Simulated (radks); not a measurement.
**Be²⁺ with its nuclear charge varied continuously**

What is the energy between the elements? 2 electrons are held in [He] while Z is changed in small steps.

Program: radks (a radial shooting solver on a logarithmic mesh, Libxc functionals) version 1. Level of theory: scalar-relativistic Kohn-Sham, PBE, spin-polarised, spherical densities, finite nucleus. These are calculated values, not measurements, unless marked.

## (1) The atom as given

- element: beryllium (Z = 4)
- charge: +2
- electrons: 2
- configuration: [He]
- nuclear rms radius: 2.519 fm

The outer shells:

Be²⁺
```
1s [↑↓]
```

## (2) Z = 4

Input:

```text
Z 4
configuration [He]
relativity scalar-relativistic
functional pbe,pbe
spin polarised
nucleus finite rms 2.519 fm
c 137.035999084
```

## (3) Z = 3.5

Settings, as their differences from step 2:

```diff
@@ -1,2 +1,2 @@
-Z 4
+Z 3.5
 configuration [He]
```

## (4) Z = 4.5

Settings, as their differences from step 3:

```diff
@@ -1,2 +1,2 @@
-Z 3.5
+Z 4.5
 configuration [He]
```

## (5) Z = 5

Settings, as their differences from step 4:

```diff
@@ -1,2 +1,2 @@
-Z 4.5
+Z 5
 configuration [He]
```

Before running it: what results should come out? Wanted: for each run, Z; E; E(electron-nucleus)/Z; highest level; its energy; <r>.

**Answer**, as computed:

```csv
Z,E (hartree),E(electron-nucleus)/Z (hartree),highest level,its energy (eV),<r> (bohr)
3.5,-10.18980,-6.36465,1s,-92.946,0.4851
4,-13.62232,-7.36539,1s,-132.28,0.4174
4.5,-17.55532,-8.36651,1s,-178.43,0.3664
5,-21.98899,-9.36802,1s,-231.38,0.3264
```

In words: At Z = 4 the central difference of E is -7.366 hartree, against -7.365 from the Hellmann-Feynman theorem; the scalar-relativistic energy here is not variational, so the two differ by a part that grows with Z. The top level goes from -92.946 eV at Z = 3.5 to -231.38 eV at Z = 5.
